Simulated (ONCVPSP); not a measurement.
# Cadmium: generating and testing an ONCV potential

Do these settings give a usable potential? It is generated, then checked for transferability, scattering, ghosts and hardness.

The numbers are computed with ONCVPSP 4.0.1.1 (patched build) (PBE, scalar-relativistic, spin-unpolarised reference atom).

## 1. The atom and the settings

Typed settings, in words:

| Quantity | Value |
| --- | --- |
| element | cadmium (Cd, Z = 48) |
| type | optimised norm-conserving Vanderbilt (ONCV) |
| frozen core | [Kr] |
| valence charge | 12 |
| reference configuration | 4d10 5s1.5 (charge +0.5) |
| partial waves | 5s: rc 1.70 bohr, ncon 3, nbas 7, qcut 4 1/bohr, 3 projectors, debl 2.6 Ha; p scattering state at 0.12 Ha: rc 1.80 bohr, ncon 4, nbas 8, qcut 3.9 1/bohr, 2 projectors, debl 3.7 Ha; 4d: rc 1.90 bohr, ncon 3, nbas 8, qcut 9.7 1/bohr, 1 projector |
| local potential | polynomial inside 1.50 bohr (lpopt 4, dvloc0 0 Ha) |
| core correction | Teter function, fcfact 3.5, rcfact 1.4 |

An earlier all-electron run gives the scale for the radii.

All-electron outer shells of the reference configuration (PBE, scalar-relativistic, ld1.x):

```
shell  level (eV)  outermost node (bohr)  outermost maximum (bohr)
   4p      -71.22                   0.43                      0.84
   4d      -15.95                   0.42                      0.98
   5s       -9.23                   1.06                      2.29
   5p       -4.11                   1.19                      3.02
```

## 2. The generation run

Cd.dat

```
# ATOM AND REFERENCE CONFIGURATION
# atsym  z   nc   nv     iexc    psfile
  Cd 48.00    8    2        4      upf
#
#   n    l    f
    1    0    2.00
    2    0    2.00
    2    1    6.00
    3    0    2.00
    3    1    6.00
    3    2   10.00
    4    0    2.00
    4    1    6.00
    4    2   10.00
    5    0    1.50
#
# PSEUDOPOTENTIAL AND OPTIMIZATION
# lmax
    2
#
#   l,   rc,      ep,       ncon, nbas, qcut
    0    1.70    0.00    3    7    4.00
    1    1.80    0.12    4    8    3.90
    2    1.90    0.00    3    8    9.70
#
# LOCAL POTENTIAL
# lloc, lpopt,  rc(5),   dvloc0
    4    4    1.50    0.00
#
# VANDERBILT-KLEINMAN-BYLANDER PROJECTORs
# l, nproj, debl
    0    3    2.60
    1    2    3.70
    2    1    0.90
#
# MODEL CORE CHARGE
# icmod, fcfact, rcfact
    3    3.50    1.40
#
# LOG DERIVATIVE ANALYSIS
# epsh1, epsh2, depsh
   -2.00    5.00    0.02
#
# OUTPUT GRID
# rlmax, drl
    6.00    0.01
#
# TEST CONFIGURATIONS
# ncnf
    4
# nvcnf
#   n    l    f
    2
    4    2   10.00
    5    0    2.00
#
    2
    4    2   10.00
    5    0    1.00
#
    2
    4    2   10.00
    5    0    0.00
#
    3
    4    2   10.00
    5    0    0.00
    5    1    1.00
#
```

Run with:

```bash
$ oncvpsp.x < Cd.dat > Cd.out
```

Before running it: what results should come out? Wanted: cutoffs for 1 and 0.1 mHa per electron, occupied waves; bound ghosts; GHOST(+) flags; largest test error; largest phase difference near zero energy, channels read; rms error of d²Exc/dn², without and with the model core.

**Answer**, as computed:

```
                                                quantity                            value
  cutoffs for 1 and 0.1 mHa per electron, occupied waves                  29 Ha and 53 Ha
                                            bound ghosts  s at -116.91 eV, p at -59.94 eV
                                          GHOST(+) flags               none at low energy
                            largest test error (AE − PS)            +11 meV, for 4d10 5s0
largest phase difference near zero energy, channels read                        0.008 rad
 rms error of d²Exc/dn², without and with the model core                5.54 and 1.65 mHa
```

In words: A bound ghost (s, p) makes it unfit for use: electrons can fall into a state that the atom doesn't have. By total energies transferability is good: the largest error is 11 meV on 22.7 eV, for 4d10 5s0. Atomic tests can pass in spite of a ghost, since they solve only for the levels asked. It counts as of middling hardness, with 29 Ha needed at the looser tolerance. At the looser tolerance the 4d wave is the slowest; 5s needs 18 Ha. That counts occupied waves only; other projectors can need more. Near zero energy the phases of the channels with partial waves agree within 0.008 rad. All of this concerns the isolated atom, not yet a solid.
